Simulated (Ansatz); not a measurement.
# AlH9NPSi2: the cost of one run

Program: Ansatz 0.2.0. Level of theory: RKS PBE/STO-3G. These are calculated values, not measurements.

## 1. The starting structure

Bond lengths: N1–Al2 1.864 Å, Al2–P3 2.305 Å, P3–Si4 2.230 Å, Si4–Si5 2.291 Å, N1–H6 1.085 Å, N1–H7 1.042 Å, Al2–H8 1.550 Å, P3–H9 1.504 Å, Si4–H10 1.472 Å, Si4–H11 1.386 Å, Si5–H12 1.461 Å, Si5–H13 1.465 Å, Si5–H14 1.454 Å. Angles (14 of 21 angles, heavy atoms first): N1–Al2–P3 118.7°, Al2–P3–Si4 97.3°, P3–Si4–Si5 106.9°, N1–Al2–H8 121.7°, P3–Al2–H8 119.6°, Al2–N1–H6 108.9°, Al2–N1–H7 111.4°, Al2–P3–H9 94.8°, Si4–P3–H9 94.0°, P3–Si4–H10 107.8°, P3–Si4–H11 110.9°, Si5–Si4–H10 107.9°, Si5–Si4–H11 110.0°, Si4–Si5–H12 109.0°.

As a file:

```xyz
14

N    -1.3485    2.1022    1.1589
Al   -1.2579    0.2981    1.6168
P     0.8039   -0.7318    1.6617
Si    1.4257   -0.2120   -0.4153
Si    0.1777   -1.5131   -1.8295
H    -1.9322    2.2043    0.2499
H    -0.4038    2.4876    0.9460
H    -2.5300   -0.5227    1.9490
H     1.5151    0.4401    2.2814
H     1.0630    1.1947   -0.6543
H     2.7753   -0.4648   -0.6064
H    -1.2401   -1.2517   -1.5900
H     0.4903   -1.1518   -3.2141
H     0.4486   -2.9084   -1.5252
```

## 2. End point A

The input, input.yaml:

```yaml
crystal:
  periodic: [false, false, false]
  atoms:
    - { symbol: "N", position_ang: [-1.3485, 2.1022, 1.1589] }
    - { symbol: Al, position_ang: [-1.2579, 0.2981, 1.6168] }
    - { symbol: P, position_ang: [0.8039, -0.7318, 1.6617] }
    - { symbol: Si, position_ang: [1.4257, -0.212, -0.4153] }
    - { symbol: Si, position_ang: [0.1777, -1.5131, -1.8295] }
    - { symbol: H, position_ang: [-1.9322, 2.2043, 0.2499] }
    - { symbol: H, position_ang: [-0.4038, 2.4876, 0.946] }
    - { symbol: H, position_ang: [-2.53, -0.5227, 1.949] }
    - { symbol: H, position_ang: [1.5151, 0.4401, 2.2814] }
    - { symbol: H, position_ang: [1.063, 1.1947, -0.6543] }
    - { symbol: H, position_ang: [2.7753, -0.4648, -0.6064] }
    - { symbol: H, position_ang: [-1.2401, -1.2517, -1.59] }
    - { symbol: H, position_ang: [0.4903, -1.1518, -3.2141] }
    - { symbol: H, position_ang: [0.4486, -2.9084, -1.5252] }
basis:
  gaussian: { orbitals: STO-3G }
hamiltonian:
  xc: pbe
relax:
  f_tol: 0.015
  max_steps: 40
```

Run with:

```console
> ansatz run input.yaml --threads 1 --pin off --max-ram 2048MiB --backend cpu --events-out ev --progress --plain --runs-dir out
```

Q: Estimate wall time and peak memory on 1 thread of Intel Xeon 6975P-C (Granite Rapids), shared host.

About 95 s, with a peak of 0.17 GiB.
